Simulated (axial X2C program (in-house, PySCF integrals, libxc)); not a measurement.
# NiSi: properties at the nuclei

Aim: properties at the nuclei of NiSi, with spin–orbit coupling in the Hamiltonian from the start.

Method: two-component X2C with atomic mean-field terms, Ni dyall-cv3z, Si dyall-v3z; program: an in-house X2C program for linear molecules on PySCF integrals.

All values are calculated.

## Step 1: Input

task.json

```json
{"zs": [28, 14], "q": 0, "bas": ["dyall-cv3z", "dyall-v3z"], "r0": 2.26, "levels": ["PBE0", "HF", "LDA", "BHandHLYP", "B3LYP"], "nst": 3}
```

Keys: zs atomic numbers; q charge; bas basis sets; r0 starting distance in Å; levels methods (HF also brings MP2); nst determinants followed.

Run with:

```sh
> python soeom.py task.json out
```

After this run come: Expectation values, lowest determinant; Expectation values, a higher determinant; Expectation values, a higher determinant.

Q: Predict the outcome of this session. Wanted: lowest determinant; Eeff magnitude; Ws magnitude Ni; A∥/gI Ni; qzz Ni; higher determinant (for each run or level that gives them).

**Answer**, as computed:

| quantity | value |
| --- | --- |
| lowest determinant | Ω = 3 (excess of +ω over −ω: ω = 1/2, ω = 5/2) |
| Eeff magnitude (GV/cm), PBE0 | 0.0913 |
| Ws magnitude Ni (kHz), PBE0 | 0.0144 |
| A∥/gI Ni (MHz), PBE0 | 488 |
| qzz Ni (a.u.), PBE0 | -2.47 |
| higher determinant | Ω = 2 (excess of +ω over −ω: ω = -1/2, ω = 5/2) |
| Eeff magnitude (GV/cm), PBE0, higher determinant | 0.0581 |
| Ws magnitude Ni (kHz), PBE0, higher determinant | 0.000336 |
| A∥/gI Ni (MHz), PBE0, higher determinant | 535 |
| qzz Ni (a.u.), PBE0, higher determinant | -2.49 |
| higher determinant | Ω = 1 (excess of +ω over −ω: ω = -3/2, ω = 5/2) |
| Eeff magnitude (GV/cm), PBE0, higher determinant | 0.0794 |
| Ws magnitude Ni (kHz), PBE0, higher determinant | 0.0364 |
| A∥/gI Ni (MHz), PBE0, higher determinant | 1190 |
| qzz Ni (a.u.), PBE0, higher determinant | -2.51 |

What this shows: In the first state, the effective field runs from 0.0555 to 0.107 GV/cm over the mean-field levels. The expectation values come from single determinants, which for open shells can mix terms of unlike spin or miss the lowest Ω, so a determinant need not be a state. Eeff is the effective electric field on the electron dipole moment in this Ω state and Ws the scalar–pseudoscalar constant (defined with the proton number Z and per Ω); A∥ is the parallel hyperfine constant, which follows by multiplying with the nuclear g factor gI = μI/(I μN); qzz is the electric field gradient, eQq0 = 234.96 MHz × Q/barn × qzz; μ is positive if Si is the positive end. The operators were transformed with the bare-nucleus X2C matrices. A second determinant lies within 0.1 eV of the first, so their order is not settled at this level.
